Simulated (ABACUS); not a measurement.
Runs of ABACUS 3.10.1 on HPbNO4. Symmetry: Pmmn, No. 59, orthorhombic system. Conventional cell: a = 4.925 Å, b = 5.597 Å, c = 7.243 Å, α = 90.00°, β = 90.00°, γ = 90.00°. H (site symmetry mm2) has 1 O at 0.97 Å as nearest neighbours. Around Pb (site symmetry mm2) lie 6 O at 2.55 to 2.80 Å. N (site symmetry mm2) has 3 O at 1.22 to 1.29 Å as nearest neighbours. O (site symmetry mm2) is surrounded by 1 H at 0.97 Å. Around O (site symmetry m) lie 1 N at 1.29 Å. O (site symmetry mm2) is surrounded by 1 N at 1.22 Å. The cell was built by a generator and needn't be a form met in nature.

```csv
level,V0 of scaled cells (Å³/atom),B0 (GPa)
WC,14.52,90
PBEsol,(a),92
r2SCAN,14.29,94
SOGGA,(c),93
LDA,14.22,(b)
```

Alike in all rows: task equation of state; potentials or basis SG15 ONCV 1.2 PBE, DZP LCAO (the cutoffs set its grid); no spin polarisation; cell as given; k mesh 4 × 4 × 3; cutoff (eV) 1361; smearing fermi-dirac 0.05 eV.

**Question.** Fill in the values left out.

**Answer.** (a) 14.50; (b) 97; (c) 14.43.

Caveats: the atomic orbitals were generated for these runs and aren't a published set; the cell was scaled at fixed shape and fractional positions, which overstates the stiffness of a crystal with free parameters, most of all of layers and chains; the potentials were made for another functional, which shifts forces and pressure; the basis of atomic orbitals isn't converged, which shifts pressures, moduli and gaps.

Runs at the PBE level aren't shown here.
